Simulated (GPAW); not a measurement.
The system is Cu3O2.

```xyz
5
Lattice="-2.0230 2.0230 3.6736 2.0230 -2.0230 3.6736 2.0230 2.0230 -3.6736" Properties=species:S:1:pos:R:3 pbc="T T T"
Cu    0.0000    0.0000    0.0000
Cu    0.0000    2.0230    1.8368
Cu    2.0230    0.0000    1.8368
O     0.0000    2.0230    0.0000
O     2.0230    0.0000    0.0000
```

The cell comes from a database or a generator and needn't be the stable form of this composition.

Program: GPAW 26.7.0. Alike in all runs: no spin polarisation; cell as given; cutoff (eV) 800; smearing fermi-dirac 0.05 eV.

**Question.** Order these runs on this cell by their pressure, lowest first.
A. level PBE; potentials or basis GPAW PAW data sets (gpaw-data 1.2.1), pw; k mesh 9 × 9 × 9; mesh quality not flagged
B. level LDA; potentials or basis the program's PAW data sets (release 1.2.1) made for this functional, pw; k mesh 6 × 6 × 6; band path GXYSGZS1NPY1Z,XP; band points 80; mesh quality coarse
C. level PBEsol; potentials or basis PAW data sets generated in the run's folder for this functional, pw; k mesh 6 × 6 × 6; band path GXYSGZS1NPY1Z,XP; band points 80; mesh quality coarse

**Answer.** B (-10.4 GPa), C (-3.8 GPa), A (2.7 GPa).

Caveats: some runs use coarse meshes; an odd number of electrons without spin polarisation forces a metal; a magnetic or distorted state may lie lower; the run has no spin polarisation, though such a crystal can be magnetic.

Not every run made on this cell is shown here.
